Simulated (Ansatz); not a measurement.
The system is Ge2Sb2Te5.

```
CELL_PARAMETERS angstrom
6.83914 -3.06601 0.00000
6.83914 3.06601 0.00000
-6.83098 0.00000 6.84761
ATOMIC_POSITIONS crystal
Te 0.59470 0.59470 0.38643
Te 0.79529 0.79529 0.19611
Te 0.00832 0.00832 0.00643
Te 0.20652 0.20652 0.80980
Te 0.39996 0.39996 0.59712
Sb 0.90171 0.90171 0.58787
Sb 0.11187 0.11187 0.41735
Ge 0.28429 0.28429 0.18783
Ge 0.49734 0.49734 0.01104
```

The cell comes from a database or a generator and needn't be the stable form of this composition.

Base run:

```yaml
Program: Ansatz 0.2.0
Functional: PBE
Potentials_or_basis: Ansatz PAW
Cutoff: "420 eV (not typed: the program's choice for these potentials)"
k_mesh: 5 × 5 × 4
Occupations: gaussian, width 0.014 eV
Spin: no spin polarisation
```

Its results: band gap on the k mesh 0.26 eV, indirect (least direct gap 0.33 eV); pressure -0.1 GPa; largest force 0.197 eV/Å.

Question: The run is repeated on the same cell with these changes: functional from PBE to r2SCAN; cutoff from 420 eV (not typed: the program's choice for these potentials) to 500 eV (not typed: the program's choice for these potentials); occupations from gaussian, width 0.014 eV to fermi-dirac, width 0.05 eV. What comes out?

Answer: Band gap on the k mesh 0.26 eV, indirect (least direct gap 0.34 eV); pressure -1.0 GPa; largest force 0.299 eV/Å.

Caveats: spin-orbit coupling is left out, which moves the levels of the heavy elements; odd divisions of the mesh miss points on the zone boundary, where band edges often lie, so the gap on the mesh can be too wide (some runs); the k mesh misses the band edges, so the gap on the mesh is wider than the one along the path (some runs); the PAW data sets come from PBE, with cores solved anew for the run's functional, which leaves a small shift of forces and pressure (some runs).
